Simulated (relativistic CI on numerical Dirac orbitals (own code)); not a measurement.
**Fe³⁺: one ion under different settings**

Aim: see what numerical and physical settings do to the SCF, the total energy and the lowest levels of Fe³⁺.

Program: relativistic CI on numerical Dirac orbitals (own code) version 3. Level of theory: Dirac-Coulomb-Breit CI, KLI orbitals optimised for each configuration, model QED (radiative potential, 1s self-energy scaled to tabulated hydrogen-like ionisation energies), numerical settings as typed. These are calculated values, not measurements, unless marked.

## Step 1: The atom as given

```
ion            : Fe³⁺ (Fe IV)
nuclear charge : 26
electrons      : 23
isotope        : A = 56
```

## Step 2: Usual settings

The run's settings:

```ini
atom Fe  Z=26  charge=3  electrons=23
nucleus A=56  rms_radius_fm=3.7377
hamiltonian dirac-coulomb  breit=on  qed=on  c_scale=1
orbitals kli  potential=per-configuration
slater_scale 1
correlation none
mixing on
grid step=0.0125 r_max=37.3
scf mixing=0.4 start=green max_iterations=150 tolerance=2e-08 node_fill=0.05
configurations
  [Ar] 3d5
  [Ar] 3d4 4s
  [Ar] 3d4 4p
end
```

The run is started by

```
python run_levels.py task.json out
```

task.json lists these runs, among others, and the program works through them in turn.

## Step 3: Slater scale 1.2

Changes to the settings of step 2:

```diff
@@ -4,3 +4,3 @@
 orbitals kli  potential=per-configuration
-slater_scale 1
+slater_scale 1.2
 correlation none
```

## Step 4: Speed-of-light factor 0.8

Changes to the settings of step 3:

```diff
@@ -2,5 +2,5 @@
 nucleus A=56  rms_radius_fm=3.7377
-hamiltonian dirac-coulomb  breit=on  qed=on  c_scale=1
+hamiltonian dirac-coulomb  breit=on  qed=on  c_scale=0.8
 orbitals kli  potential=per-configuration
-slater_scale 1.2
+slater_scale 1
 correlation none
```

## Step 5: Breit term off, QED terms off, tolerance 0.0001

The run's settings:

```ini
atom Fe  Z=26  charge=3  electrons=23
nucleus A=56  rms_radius_fm=3.7377
hamiltonian dirac-coulomb  breit=off  qed=off  c_scale=1
orbitals kli  potential=per-configuration
slater_scale 1
correlation none
mixing on
grid step=0.0125 r_max=37.3
scf mixing=0.4 start=green max_iterations=150 tolerance=0.0001 node_fill=0.05
configurations
  [Ar] 3d5
  [Ar] 3d4 4s
  [Ar] 3d4 4p
end
```

(Steps that only read results are left out.)

Before running it: what results should come out? Wanted: lowest level, usual settings; total energy; first excitation.

**Answer**, as computed:

| setting | total energy less usual (Ha) | largest shift of a level among the lowest eight of both runs, same label and place (cm⁻¹) | SCF iterations | time | lowest level | kind of change |
| --- | --- | --- | --- | --- | --- | --- |
| usual | 0 | 0 | 35 | 0.17 s | 3d5 6S5/2 | - |
| Slater scale 1.2 | -0.0568 | 8540 | 35 | 0.17 s | 3d5 6S5/2 | model term |
| speed-of-light factor 0.8 | -4.97 | 325 | 35 | 0.17 s | 3d5 6S5/2 | unphysical constant |
| Breit term off, QED terms off, tolerance 0.0001 | -0.78 | 114 | 24 | 0.12 s | 3d5 6S5/2 | model term |

```
                    quantity          value
lowest level, usual settings      3d5 6S5/2
                total energy  -1268.9206 Ha
            first excitation     36742 cm⁻¹
```

**Reading.** Among the runs whose levels can be followed, they move most under «Slater scale 1.2» (model term), by up to 8540 cm⁻¹. Only the listed configurations are in the model. In a near-neutral ion this small CI can misplace whole configurations by 10,000 cm⁻¹ or more.
